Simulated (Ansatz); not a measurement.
# BrClH₄N₂Si: basis-set convergence

Aim: see how fast density functionals converge with the basis set for BrClH₄N₂Si.

Method: one geometry, several basis sets; program: Ansatz 0.2.0, Gaussian basis.

Levels to be run: PBE0-D4/def2-SVP; ωB97M-V/def2-SVP; PBE0-D4/def2-QZVPP; ωB97M-V/def2-QZVPP; the functionals' def2-TZVPP values are taken from earlier runs.

## Step 1: The geometry

All runs share one geometry, relaxed beforehand with PBE0-D4 in a triple-zeta def2 set.

9 atoms, charge 0, spin multiplicity 1.

Atoms are counted from 1 here; the program's logs count them from 0.

Bond lengths: N1–Si2 1.690 Å, N1–H6 1.007 Å, N1–H7 1.007 Å, Si2–N3 1.689 Å, Si2–Cl4 2.056 Å, Si2–Br5 2.227 Å, N3–H8 1.008 Å, N3–H9 1.006 Å. Angles: Si2–N1–H6 119.7°, Si2–N1–H7 120.2°, H6–N1–H7 112.4°, N1–Si2–N3 109.0°, N1–Si2–Cl4 104.7°, N1–Si2–Br5 116.6°, N3–Si2–Cl4 116.7°, N3–Si2–Br5 104.5°, Cl4–Si2–Br5 105.8°, Si2–N3–H8 119.9°, Si2–N3–H9 120.6°, H8–N3–H9 112.7°.

Coordinates:

```
N    -0.5715    1.2710   -0.4705
Si    0.2396   -0.2049   -0.3273
N    -0.0307   -0.8317    1.2178
Cl   -0.4375   -1.3267   -1.9115
Br    2.4573   -0.1481   -0.5265
H    -0.4027    2.0004    0.2036
H    -0.8043    1.6351   -1.3797
H    -0.9728   -0.9479    1.5556
H     0.6110   -1.4934    1.6214
```

## Step 2: PBE0-D4 in def2-SVP

in.yaml reads:

```yaml
crystal:
  periodic: [false, false, false]
  atoms:
    - {symbol: N, position_ang: [-0.571463, 1.271006, -0.470529]}
    - {symbol: Si, position_ang: [0.239613, -0.204873, -0.327266]}
    - {symbol: N, position_ang: [-0.030681, -0.831734, 1.217811]}
    - {symbol: Cl, position_ang: [-0.437465, -1.326735, -1.911523]}
    - {symbol: Br, position_ang: [2.457286, -0.148100, -0.526476]}
    - {symbol: H, position_ang: [-0.402678, 2.000410, 0.203610]}
    - {symbol: H, position_ang: [-0.804256, 1.635087, -1.379686]}
    - {symbol: H, position_ang: [-0.972815, -0.947934, 1.555584]}
    - {symbol: H, position_ang: [0.610959, -1.493424, 1.621374]}
basis:
  gaussian: {orbitals: def2-SVP}
hamiltonian: {xc: pbe0, dispersion: d4}
output: {orbitals: {seedname: orbitals}}
```

After this run come: ωB97M-V in def2-SVP; PBE0-D4 in def2-QZVPP; ωB97M-V in def2-QZVPP.

**Question.** What will the summary of the whole plan be? Wanted: PBE0-D4: double and triple zeta above quadruple; ωB97M-V: double and triple zeta above quadruple.

As calculated:

| quantity | value |
| --- | --- |
| PBE0-D4: double and triple zeta above quadruple | 21.83, 2.27 eV |
| ωB97M-V: double and triple zeta above quadruple | 21.76, 2.17 eV |

In words: PBE0-D4 gains 19.56 eV from double to triple zeta, then 2.27 eV more. These are total energies; as a rule much of such shifts cancels in differences, which this series doesn't test. The LUMO of ωB97M-V is positive and keeps falling with the basis (2.90 to 1.43 eV): an unbound level that the basis holds in place.
